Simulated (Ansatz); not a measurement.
# MnAl3: magnetic order and moments

One table from this session's results is given with a row withheld; the runs are named, their logs left out.

Method: DFT PBEsol, scalar-relativistic, plane waves, PAW, in Ansatz 0.2.0.

### The structure to begin with

The structure is cubic, space group Fm-3m (No. 225). Conventional cell: a = 6.062 Å, b = 6.062 Å, c = 6.062 Å, α = 90.00°, β = 90.00°, γ = 90.00°. Around Al (site symmetry -43m) lie 4 Al at 2.63 Å and 4 Mn at 2.63 Å. Al (site symmetry m-3m) is surrounded by 8 Al at 2.63 Å. Mn (site symmetry m-3m) has 8 Al at 2.63 Å as nearest neighbours.

Coordinates:

```
CELL_PARAMETERS angstrom
0.00000 3.03116 3.03116
3.03116 0.00000 3.03116
3.03116 3.03116 0.00000
ATOMIC_POSITIONS crystal
Al 0.25000 0.25000 0.25000
Al 0.75000 0.75000 0.75000
Al 0.50000 0.50000 0.50000
Mn 0.00000 0.00000 0.00000
```

The structure is invented: a known structure type filled with these elements, not a reported compound.

The first run:

(A quick probe on a coarse mesh, which set the mesh and smearing, is not shown.)

The input, input.yaml:

```yaml
crystal:
  lattice:
    - [0.0, 3.0311567796, 3.0311567796]
    - [3.0311567796, 0.0, 3.0311567796]
    - [3.0311567796, 3.0311567796, 0.0]
  atoms:
    - { symbol: Al, position: [0.25, 0.25, 0.25] }
    - { symbol: Al, position: [0.75, 0.75, 0.75] }
    - { symbol: Al, position: [0.5, 0.5, 0.5] }
    - { symbol: Mn, position: [0.0, 0.0, 0.0], spin: 1.34 }
basis:
  ecutwfc: 420
kpoints:
  mp_grid: { grid: [12, 12, 12] }
hamiltonian:
  xc: pbesol
scf:
  occupations: { method: gaussian, width: 0.1 }
output:
  forces: true
  stress: true
  eigenvalues: true
  populations: true
  write_density: true
  write_potential: true
  elf: true
  volumetric_format: npy
magnetization:
  spin_polarized: true
relax:
  adjacent_minimum: "off"
  f_tol: 0.01
  max_steps: 80
  cell: { stress_tol: 0.05 }
```

Started as:

```
$ ansatz run input.yaml --threads 1 --pin off --max-ram 2560MiB --backend cpu --events-out ev --progress --plain --runs-dir out
```

Among the steps run: The relaxation; Start: no spin polarisation; Start: ferromagnetic; Magnetic start: large parallel starting moments; Start: antiferromagnetic, doubled cell, propagation vector (0, 0, 1/2); Start: antiferromagnetic, doubled cell, propagation vector (0, 1/2, 1/2); Start: small parallel starting moments.

One table of the session follows, with a row left open; its other results are not shown here.

It belongs to the step «The magnetic starts in order of energy». 

```
                                                            start  energy above the lowest (meV/atom)
  antiferromagnetic, doubled cell, propagation vector (0, 0, 1/2)                                0.00
antiferromagnetic, doubled cell, propagation vector (0, 1/2, 1/2)                                   ?
                                                    ferromagnetic                                6.35
                                  large parallel starting moments                                6.35
                                  small parallel starting moments                                6.35
                                                          no spin                                19.7
```

Q: Estimate the row for antiferromagnetic, doubled cell, propagation vector (0, 1/2, 1/2) from the others.

The run gave: energy above the lowest (meV/atom): 6.19. In the column «energy above the lowest (meV/atom)» it lies between antiferromagnetic, doubled cell, propagation vector (0, 0, 1/2) (0.00) and ferromagnetic (6.35).
